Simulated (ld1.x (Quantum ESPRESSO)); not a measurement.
# An ultrasoft potential for F, from input to tests

Aim: build the potential from the settings below, then test how well it stands in for the atom: other configurations, scattering, ghost states and the plane-wave cutoff that it needs.

The numbers are computed with ld1.x (Quantum ESPRESSO) 7.5 (PBEsol, scalar-relativistic, spin-unpolarised reference atom).

## Step 1: Starting point

The settings as typed:

| Quantity | Value |
| --- | --- |
| element | fluorine (F, Z = 9) |
| type | ultrasoft |
| frozen core | [He] |
| valence charge | 7 |
| reference configuration | 2s2 2p4 (charge +1) |
| partial waves | 2s (bound): rcut 0.45, rcutus 0.55 bohr; 2s channel at -2.95 Ry: rcut 0.45, rcutus 0.55 bohr; 2p (bound): rcut 1.00, rcutus 1.05 bohr; 2p channel at -1.6 Ry: rcut 1.00, rcutus 1.05 bohr; 3d channel at -0.1 Ry: rcut 0.60, rcutus 0.85 bohr; 3d channel at 1.05 Ry: rcut 0.60, rcutus 0.85 bohr |
| local potential | all-electron potential smoothed inside 0.65 bohr (lloc = -1) |
| core correction | a·sin(br)/r model core inside 0.50 bohr |
| augmentation charge | built from norm-conserving waves at rcut, not smoothed further |

An earlier all-electron run gives the scale for the radii.

All-electron outer shells of the reference configuration (PBEsol, scalar-relativistic, ld1.x):

```tsv
shell	level (eV)	outermost node (bohr)	outermost maximum (bohr)
1s	-681.88	–	0.11
2s	-47.18	0.24	0.75
2p	-28.22	–	0.68
3d	-1.71	–	6.96
```

## Step 2: Generation

The input, F.in:

```
 &input
   title='F', zed=9., rel=1, dft='PBESOL', iswitch=3,
   config='[He] 2s2 2p4 3d-2',
   nld=3, rlderiv=1.15, eminld=-5.0, emaxld=5.0, deld=0.02
 /
 &inputp
   pseudotype=3, tm=.true., lloc=-1, rcloc=0.65,
   nlcc=.true., rcore=0.50,
   file_pseudopw='F.UPF', file_wfcaegen='ae.wfc', file_wfcncgen='nc.wfc', file_beta='beta', file_chi='chi', file_wfcusgen='us.wfc'
 /
6
2S  1  0   2.00   0.00  0.45  0.55  0.0
2S  1  0   0.00  -2.95  0.45  0.55  0.0
2P  2  1   4.00   0.00  1.00  1.05  0.0
2P  2  1   0.00  -1.60  1.00  1.05  0.0
3D  3  2  -2.00  -0.10  0.60  0.85  0.0
3D  3  2  -2.00   1.05  0.60  0.85  0.0
 &test
   configts(1)='2s2 2p4'
 /
```

Launch:

```sh
ld1.x < F.in > F.out
```

Output in F.out (without the banner and most projector matrices):

```text
     Program LD1 v.7.5
     --------------------------- All-electron run ----------------------------

     F
     scalar relativistic calculation

     atomic number is  9.00
     dft =PBESOL   lsd =0 sic =0 latt =0  beta=0.20 tr2=1.0E-14
     Exchange-correlation= PBESOL
                           (   1   4  10   8   0   0   0)
     mesh =1105 r(mesh) =  99.76081 a.u. xmin = -7.00 dx = 0.01250
     1 Ry =  13.60569312 eV, c = 137.03599908

     n l     nl                  e(Ry)          e(Ha)          e(eV)
     1 0     1S 1( 2.00)       -50.1174       -25.0587      -681.8816
     2 0     2S 1( 2.00)        -3.4678        -1.7339       -47.1822
     2 1     2P 1( 4.00)        -2.0741        -1.0371       -28.2200

     final scf error:  1.9E-15 reached in  17 iterations

     Etot =    -197.476466 Ry,     -98.738233 Ha,   -2686.804199 eV

     Ekin =     197.298425 Ry,      98.649212 Ha,    2684.381823 eV
     Encl =    -463.611935 Ry,    -231.805968 Ha,   -6307.761718 eV
     Eh   =      87.637236 Ry,      43.818618 Ha,    1192.365337 eV
     Exc  =     -18.800192 Ry,      -9.400096 Ha,    -255.789640 eV

     normalization and overlap integrals

     s(1S/1S) =  1.000000  <r> =   0.1766  <r2> =    0.0421  r(max) =   0.1139
     s(2S/2S) =  1.000000  <r> =   0.9634  <r2> =    1.1181  r(max) =   0.7522
     s(2P/2P) =  1.000000  <r> =   0.9833  <r2> =    1.2434  r(max) =   0.6806

     ------------------------ End of All-electron run ------------------------

     --------------------- Generating US pseudopotential ---------------------

      Generating local potential from pseudized AE potential:
      Matching radius rcloc =   0.6500

      Local pseudo, rcloc= 0.656 Estimated cut-off energy=    54.89 Ry

      Computing core charge for nlcc:

       r > 0.50 : true rho core
       r < 0.50 : rho core = a sin(br)/r    a=   1.39  b=   5.47

      Integrated core pseudo-charge :   0.16

      Wfc   2S  rcut= 0.451  Using Troullier-Martins method
      Wfc-us  2S rcutus= 0.550  Estimated cut-off energy=   135.31 Ry

      Wfc   2S  rcut= 0.451  Using Troullier-Martins method
      Wfc-us  2S rcutus= 0.550  Estimated cut-off energy=   135.93 Ry

      Wfc   2P  rcut= 1.003  Using Troullier-Martins method
      Wfc-us  2P rcutus= 1.054  Estimated cut-off energy=    70.02 Ry

      Wfc   2P  rcut= 1.003  Using Troullier-Martins method
      Wfc-us  2P rcutus= 1.054  Estimated cut-off energy=    71.87 Ry

      Wfc   3D  rcut= 0.593  Using Troullier-Martins method
      Wfc-us  3D rcutus= 0.842  Estimated cut-off energy=   144.15 Ry

      Wfc   3D  rcut= 0.593  Using Troullier-Martins method
      Wfc-us  3D rcutus= 0.842  Estimated cut-off energy=   145.17 Ry

     ------------------- End of pseudopotential generation -------------------

     [... the all-electron block is printed once more ...]


     Computing logarithmic derivative in   1.14344
     Computing logarithmic derivative in   1.14344
     Computing the partial wave expansion
     R is outside the sphere for l=    0 j= 0.00
     R is outside the sphere for l=    0 j= 0.00
     R is outside the sphere for l=    1 j= 0.00
     R is outside the sphere for l=    1 j= 0.00
     R is outside the sphere for l=    2 j= 0.00
     R is outside the sphere for l=    2 j= 0.00

     ---------------------- Testing the pseudopotential ----------------------

     F
     scalar relativistic calculation

     atomic number is  9.00   valence charge is  7.00
     dft =PBESOL   lsd =0 sic =0 latt =0  beta=0.20 tr2=1.0E-14
     mesh =1105 r(mesh) =  99.76081 xmin = -7.00 dx = 0.01250

     n l     nl             e AE (Ry)        e PS (Ry)    De AE-PS (Ry)
     1 0     2S   1( 2.00)       -3.46782       -3.46790        0.00007
     2 1     2P   1( 4.00)       -2.07413       -2.07414        0.00001

     eps = 2.8E-16  iter =  4

     Etot =    -197.476466 Ry,     -98.738233 Ha,   -2686.804199 eV
     Etotps =   -46.865330 Ry,     -23.432665 Ha,    -637.635296 eV

     Ekin =      24.957161 Ry,      12.478580 Ha,     339.559469 eV
     Encl =    -106.249503 Ry,     -53.124752 Ha,   -1445.598138 eV
     Ehrt =      33.728095 Ry,      16.864047 Ha,     458.894107 eV
     Ecxc =      -8.174521 Ry,      -4.087260 Ha,    -111.220021 eV
     (Ecc =      -0.178741 Ry,      -0.089370 Ha,      -2.431891 eV)
     Epseu=       8.873439 Ry,       4.436719 Ha,     120.729287 eV

     ---------------------- End of pseudopotential test ----------------------
```

It took 2 s on 1 thread of Intel Xeon Platinum 8488C, shared host. This counts the later configuration tests of the new file too.

All-electron and pseudo partial waves u(r) = r·R(r), from the program's wave files:

```tsv
r (bohr)	2s AE	2s PS
0.053	-0.4076	0.0305
0.105	-0.4610	0.0697
0.158	-0.3384	0.1264
0.210	-0.1411	0.2028
0.262	0.0785	0.3001
0.315	0.2950	0.4167
0.368	0.4885	0.5436
0.420	0.6495	0.6685
0.473	0.7825	0.7861
0.525	0.8833	0.8835
0.578	0.9585	0.9585
0.630	1.0083	1.0083
0.683	1.0382	1.0382
0.735	1.0504	1.0504
0.788	1.0485	1.0485
0.840	1.0353	1.0353
0.893	1.0128	1.0128
0.945	0.9839	0.9839
0.998	0.9492	0.9492
1.050	0.9115	0.9115
1.102	0.8713	0.8713
1.155	0.8288	0.8288
1.208	0.7856	0.7856
1.260	0.7431	0.7431
1.313	0.7002	0.7002
1.365	0.6590	0.6590
```

## Step 3: Testing the new file in other configurations

The input, F.test.in:

```
 &input
   title='F', zed=9., rel=1, dft='PBESOL', iswitch=2,
   config='[He] 2s2 2p4 3d-2'
 /
 &test
   file_pseudo='F.UPF', nconf=8,
   configts(1)='2s2 2p4',
   configts(2)='2s2 2p5',
   configts(3)='2s2 2p3',
   configts(4)='2s2 2p2',
   configts(5)='2s2 2p5.3',
   configts(6)='2s1 2p5',
   configts(7)='2s2 2p1',
   configts(8)='2s1 2p6'
 /
```

Launch:

```sh
ld1.x < F.test.in > F.test.out
```

F.test.out, the pseudopotential blocks:

```text
     ---------------------- Testing the pseudopotential ----------------------

     F
     scalar relativistic calculation

     atomic number is  9.00   valence charge is  7.00
     dft =PBESOL   lsd =0 sic =0 latt =0  beta=0.20 tr2=1.0E-14
     mesh =1105 r(mesh) =  99.76081 xmin = -7.00 dx = 0.01250

     n l     nl             e AE (Ry)        e PS (Ry)    De AE-PS (Ry)
     1 0     2S   1( 2.00)       -3.46782       -3.46790        0.00007
     2 1     2P   1( 4.00)       -2.07413       -2.07414        0.00001

     eps = 2.3E-16  iter =  4

     Etot =    -197.476466 Ry,     -98.738233 Ha,   -2686.804198 eV
     Etotps =   -46.865330 Ry,     -23.432665 Ha,    -637.635295 eV

     Ekin =      24.957161 Ry,      12.478580 Ha,     339.559470 eV
     Encl =    -106.249503 Ry,     -53.124752 Ha,   -1445.598139 eV
     Ehrt =      33.728095 Ry,      16.864047 Ha,     458.894107 eV
     Ecxc =      -8.174521 Ry,      -4.087260 Ha,    -111.220021 eV
     (Ecc =      -0.178741 Ry,      -0.089370 Ha,      -2.431891 eV)
     Epseu=       8.873439 Ry,       4.436719 Ha,     120.729287 eV

     ---------------------- End of pseudopotential test ----------------------

     ---------------------- Testing the pseudopotential ----------------------

     F
     scalar relativistic calculation

     atomic number is  9.00   valence charge is  7.00
     dft =PBESOL   lsd =0 sic =0 latt =0  beta=0.20 tr2=1.0E-14
     mesh =1105 r(mesh) =  99.76081 xmin = -7.00 dx = 0.01250

     n l     nl             e AE (Ry)        e PS (Ry)    De AE-PS (Ry)
     1 0     2S   1( 2.00)       -2.18441       -2.18348       -0.00093
     2 1     2P   1( 5.00)       -0.81228       -0.81288        0.00060

     eps = 1.0E-15  iter = 10

     Etot =    -198.896219 Ry,     -99.448109 Ha,   -2706.120914 eV
     Etotps =   -48.285649 Ry,     -24.142824 Ha,    -656.959720 eV
     dEtot_ae =      -1.419752 Ry
     dEtot_ps =      -1.420319 Ry,   Delta E=       0.000567 Ry

     Ekin =      26.764614 Ry,      13.382307 Ha,     364.151128 eV
     Encl =    -116.876417 Ry,     -58.438209 Ha,   -1590.184668 eV
     Ehrt =      42.265754 Ry,      21.132877 Ha,     575.054876 eV
     Ecxc =      -9.193426 Ry,      -4.596713 Ha,    -125.082937 eV
     (Ecc =      -0.178741 Ry,      -0.089370 Ha,      -2.431891 eV)
     Epseu=       8.753827 Ry,       4.376913 Ha,     119.101882 eV

     ---------------------- End of pseudopotential test ----------------------

     ---------------------- Testing the pseudopotential ----------------------

     F
     scalar relativistic calculation

     atomic number is  9.00   valence charge is  7.00
     dft =PBESOL   lsd =0 sic =0 latt =0  beta=0.20 tr2=1.0E-14
     mesh =1105 r(mesh) =  99.76081 xmin = -7.00 dx = 0.01250

     n l     nl             e AE (Ry)        e PS (Ry)    De AE-PS (Ry)
     1 0     2S   1( 2.00)       -4.97983       -4.97999        0.00016
     2 1     2P   1( 3.00)       -3.59242       -3.58856       -0.00385

     eps = 2.7E-15  iter =  7

     Etot =    -194.663071 Ry,     -97.331535 Ha,   -2648.526004 eV
     Etotps =   -44.053323 Ry,     -22.026662 Ha,    -599.376000 eV
     dEtot_ae =       2.813395 Ry
     dEtot_ps =       2.812006 Ry,   Delta E=       0.001389 Ry

     Ekin =      22.010431 Ry,      11.005215 Ha,     299.467169 eV
     Encl =     -92.978336 Ry,     -46.489168 Ha,   -1265.034704 eV
     Ehrt =      25.042354 Ry,      12.521177 Ha,     340.718577 eV
     Ecxc =      -6.931352 Ry,      -3.465676 Ha,     -94.305851 eV
     (Ecc =      -0.178741 Ry,      -0.089370 Ha,      -2.431891 eV)
     Epseu=       8.803580 Ry,       4.401790 Ha,     119.778808 eV

     ---------------------- End of pseudopotential test ----------------------

     ---------------------- Testing the pseudopotential ----------------------

     F
     scalar relativistic calculation

     atomic number is  9.00   valence charge is  7.00
     dft =PBESOL   lsd =0 sic =0 latt =0  beta=0.20 tr2=1.0E-14
     mesh =1105 r(mesh) =  99.76081 xmin = -7.00 dx = 0.01250

     n l     nl             e AE (Ry)        e PS (Ry)    De AE-PS (Ry)
     1 0     2S   1( 2.00)       -6.68351       -6.68115       -0.00236
     2 1     2P   1( 2.00)       -5.33500       -5.32037       -0.01464  !

     eps = 8.4E-17  iter =  9

     Etot =    -190.217225 Ry,     -95.108612 Ha,   -2588.037188 eV
     Etotps =   -39.615765 Ry,     -19.807882 Ha,    -538.999936 eV
     dEtot_ae =       7.259241 Ry
     dEtot_ps =       7.249565 Ry,   Delta E=       0.009676 Ry

     Ekin =      17.974505 Ry,       8.987252 Ha,     244.555597 eV
     Encl =     -77.339087 Ry,     -38.669543 Ha,   -1052.251882 eV
     Ehrt =      16.906602 Ry,       8.453301 Ha,     230.026037 eV
     Ecxc =      -5.531326 Ry,      -2.765663 Ha,     -75.257520 eV
     (Ecc =      -0.178741 Ry,      -0.089370 Ha,      -2.431891 eV)
     Epseu=       8.373541 Ry,       4.186771 Ha,     113.927833 eV

     ---------------------- End of pseudopotential test ----------------------

     ---------------------- Testing the pseudopotential ----------------------

     F
     scalar relativistic calculation

     atomic number is  9.00   valence charge is  7.00
     dft =PBESOL   lsd =0 sic =0 latt =0  beta=0.20 tr2=1.0E-14
     mesh =1105 r(mesh) =  99.76081 xmin = -7.00 dx = 0.01250

     n l     nl             e AE (Ry)        e PS (Ry)    De AE-PS (Ry)
     1 0     2S   1( 2.00)       -1.85443       -1.85318       -0.00125
     2 1     2P   1( 5.30)       -0.49277       -0.49326        0.00048

     eps = 2.2E-15  iter = 13

     Etot =    -199.091187 Ry,     -99.545594 Ha,   -2708.773594 eV
     Etotps =   -48.480800 Ry,     -24.240400 Ha,    -659.614881 eV
     dEtot_ae =      -1.614721 Ry
     dEtot_ps =      -1.615470 Ry,   Delta E=       0.000749 Ry

     Ekin =      27.082625 Ry,      13.541313 Ha,     368.477888 eV
     Encl =    -119.475630 Ry,     -59.737815 Ha,   -1625.548759 eV
     Ehrt =      44.649346 Ry,      22.324673 Ha,     607.485298 eV
     Ecxc =      -9.441547 Ry,      -4.720774 Ha,    -128.458796 eV
     (Ecc =      -0.178741 Ry,      -0.089370 Ha,      -2.431891 eV)
     Epseu=       8.704407 Ry,       4.352203 Ha,     118.429487 eV

     ---------------------- End of pseudopotential test ----------------------

     ---------------------- Testing the pseudopotential ----------------------

     F
     scalar relativistic calculation

     atomic number is  9.00   valence charge is  7.00
     dft =PBESOL   lsd =0 sic =0 latt =0  beta=0.20 tr2=1.0E-14
     mesh =1105 r(mesh) =  99.76081 xmin = -7.00 dx = 0.01250

     n l     nl             e AE (Ry)        e PS (Ry)    De AE-PS (Ry)
     1 0     2S   1( 1.00)       -3.48092       -3.47839       -0.00253
     2 1     2P   1( 5.00)       -2.08348       -2.08549        0.00201

     eps = 7.1E-16  iter =  7

     Etot =    -196.080875 Ry,     -98.040438 Ha,   -2667.816219 eV
     Etotps =   -45.471895 Ry,     -22.735948 Ha,    -618.676651 eV
     dEtot_ae =       1.395591 Ry
     dEtot_ps =       1.393435 Ry,   Delta E=       0.002156 Ry

     Ekin =      27.441697 Ry,      13.720849 Ha,     373.363309 eV
     Encl =    -106.611395 Ry,     -53.305697 Ha,   -1450.521920 eV
     Ehrt =      33.654044 Ry,      16.827022 Ha,     457.886597 eV
     Ecxc =      -8.162262 Ry,      -4.081131 Ha,    -111.053237 eV
     (Ecc =      -0.178741 Ry,      -0.089370 Ha,      -2.431891 eV)
     Epseu=       8.206021 Ry,       4.103010 Ha,     111.648601 eV

     ---------------------- End of pseudopotential test ----------------------

     ---------------------- Testing the pseudopotential ----------------------

     F
     scalar relativistic calculation

     atomic number is  9.00   valence charge is  7.00
     dft =PBESOL   lsd =0 sic =0 latt =0  beta=0.20 tr2=1.0E-14
     mesh =1105 r(mesh) =  99.76081 xmin = -7.00 dx = 0.01250

     n l     nl             e AE (Ry)        e PS (Ry)    De AE-PS (Ry)
     1 0     2S   1( 2.00)       -8.55411       -8.54395       -0.01016  !
     2 1     2P   1( 1.00)       -7.27887       -7.24009       -0.03877  !

     eps = 1.5E-15  iter =  9

     Etot =    -183.926283 Ry,     -91.963141 Ha,   -2502.444558 eV
     Etotps =   -33.349794 Ry,     -16.674897 Ha,    -453.747062 eV
     dEtot_ae =      13.550184 Ry
     dEtot_ps =      13.515536 Ry,   Delta E=       0.034648 Ry

     Ekin =      12.951897 Ry,       6.475948 Ha,     176.219534 eV
     Encl =     -59.531126 Ry,     -29.765563 Ha,    -809.962232 eV
     Ehrt =       9.878345 Ry,       4.939173 Ha,     134.401736 eV
     Ecxc =      -4.039025 Ry,      -2.019513 Ha,     -54.953739 eV
     (Ecc =      -0.178741 Ry,      -0.089370 Ha,      -2.431891 eV)
     Epseu=       7.390115 Ry,       3.695058 Ha,     100.547639 eV

     ---------------------- End of pseudopotential test ----------------------

     ---------------------- Testing the pseudopotential ----------------------

     F
     scalar relativistic calculation

     atomic number is  9.00   valence charge is  7.00
     dft =PBESOL   lsd =0 sic =0 latt =0  beta=0.20 tr2=1.0E-14
     mesh =1105 r(mesh) =  99.76081 xmin = -7.00 dx = 0.01250

     n l     nl             e AE (Ry)        e PS (Ry)    De AE-PS (Ry)
     1 0     2S   1( 1.00)       -2.22012       -2.21584       -0.00428
     2 1     2P   1( 6.00)       -0.84401       -0.84518        0.00117

     eps = 5.9E-16  iter =  9

     Etot =    -197.522086 Ry,     -98.761043 Ha,   -2687.424894 eV
     Etotps =   -46.914861 Ry,     -23.457430 Ha,    -638.309201 eV
     dEtot_ae =      -0.045620 Ry
     dEtot_ps =      -0.049531 Ry,   Delta E=       0.003911 Ry

     Ekin =      29.060876 Ry,      14.530438 Ha,     395.393363 eV
     Encl =    -116.932734 Ry,     -58.466367 Ha,   -1590.950891 eV
     Ehrt =      42.024605 Ry,      21.012303 Ha,     571.773886 eV
     Ecxc =      -9.152416 Ry,      -4.576208 Ha,    -124.524969 eV
     (Ecc =      -0.178741 Ry,      -0.089370 Ha,      -2.431891 eV)
     Epseu=       8.084808 Ry,       4.042404 Ha,     109.999411 eV

     ---------------------- End of pseudopotential test ----------------------
```

Excitation and ionisation energies from 2s2 2p4, with the error of the potential.

```csv
valence configuration,charge,ΔE all-electron (eV),error AE − PS (meV)
2s2 2p5,0,-19.317,+7.7
2s2 2p3,+2,38.278,+19
2s2 2p2,+3,98.767,+132
2s2 2p5.3,-0.3,-21.969,+10
2s1 2p5,+1,18.988,+29
2s2 2p1,+4,184.360,+471
2s1 2p6,0,-0.621,+53
```

## Step 4: Logarithmic derivatives

Taken from the files of the generation run. The phase is arctan(r·u′/u) with u = r·R, unwrapped, with energies in Ry. A pole is an energy at which the radial function vanishes at the test radius. The pseudo phase is shifted by a multiple of π to meet the all-electron one at the reference energy. Levels narrower than the energy grid can be missing from the poles. Left out: d, where the overlap operator is not positive , so their phases aren't trusted. The last column is the largest difference on the grid between −1 and +1 Ry.

| channel | radius (bohr) | reference (Ry) | poles AE | poles PS | window around the reference with phases within 0.05 rad (Ry) | largest difference near zero (rad) |
| --- | --- | --- | --- | --- | --- | --- |
| s | 1.14 | -3.47 | 0.78 | 0.78 | the whole range | 0.000 |
| p | 1.14 | -2.07 | 1.14 | 1.13 | the whole range | 0.001 |

Phases (rad) along the scan:

```tsv
E (Ry)	p AE	p PS	s AE	s PS
-5.00	0.930	0.930	0.249	0.248
-4.48	0.825	0.825	-0.129	-0.129
-3.96	0.666	0.666	-0.526	-0.526
-3.44	0.415	0.415	-0.843	-0.843
-2.92	0.029	0.028	-1.063	-1.063
-2.40	-0.447	-0.447	-1.212	-1.212
-1.88	-0.846	-0.846	-1.316	-1.316
-1.36	-1.110	-1.110	-1.392	-1.392
-0.84	-1.278	-1.278	-1.451	-1.451
-0.32	-1.390	-1.390	-1.497	-1.497
0.20	-1.470	-1.470	-1.535	-1.535
0.72	-1.531	-1.531	-1.568	-1.568
1.24	-1.579	-1.580	-1.596	-1.596
1.76	-1.620	-1.621	-1.621	-1.621
2.28	-1.655	-1.657	-1.644	-1.643
2.80	-1.687	-1.689	-1.665	-1.665
3.32	-1.717	-1.720	-1.685	-1.685
3.84	-1.745	-1.749	-1.704	-1.704
4.36	-1.774	-1.779	-1.724	-1.723
4.88	-1.803	-1.810	-1.743	-1.742
```

## Step 5: Cutoff and ghost test in a Bessel basis

This step uses the generator's waves and projectors in a separate script. Basis: spherical Bessel functions vanishing at 20 bohr, q² up to the cutoff; potential fixed at the reference.

No cutoffs are read. The overlap operator is not positive in d (lowest eigenvalue -1.176), so the test is not defined there. Ghost test: ghost state, bound below the all-electron valence or empty levels of the same l: s at -119.9 eV (d not tested).

## Step 6: Summary of results

```
                                                quantity                  value
                                                 cutoffs         not determined
                                            bound ghosts        s at -119.89 eV
                            largest test error (AE − PS)  +471 meV, for 2s2 2p1
largest phase difference near zero energy, channels read              0.001 rad
         lowest eigenvalue of the overlap (Bessel basis)             -1.176 (d)
```

**Reading.** A bound ghost (s) makes it unfit for use: electrons can fall into a state that the atom doesn't have. The overlap operator is not positive definite in d, so a plane-wave run would break down once the basis is large enough. By total energies transferability is fair for so large an energy: the largest error is 471 meV on 184.4 eV, for 2s2 2p1. That test lies far up in energy; among those under 40 eV, nearer to bonding, the largest error is 53 meV. No cutoffs are read. Near zero energy the phases of the channels with partial waves that could be evaluated agree within 0.001 rad. These are tests on the free atom; a crystal test is still owed.
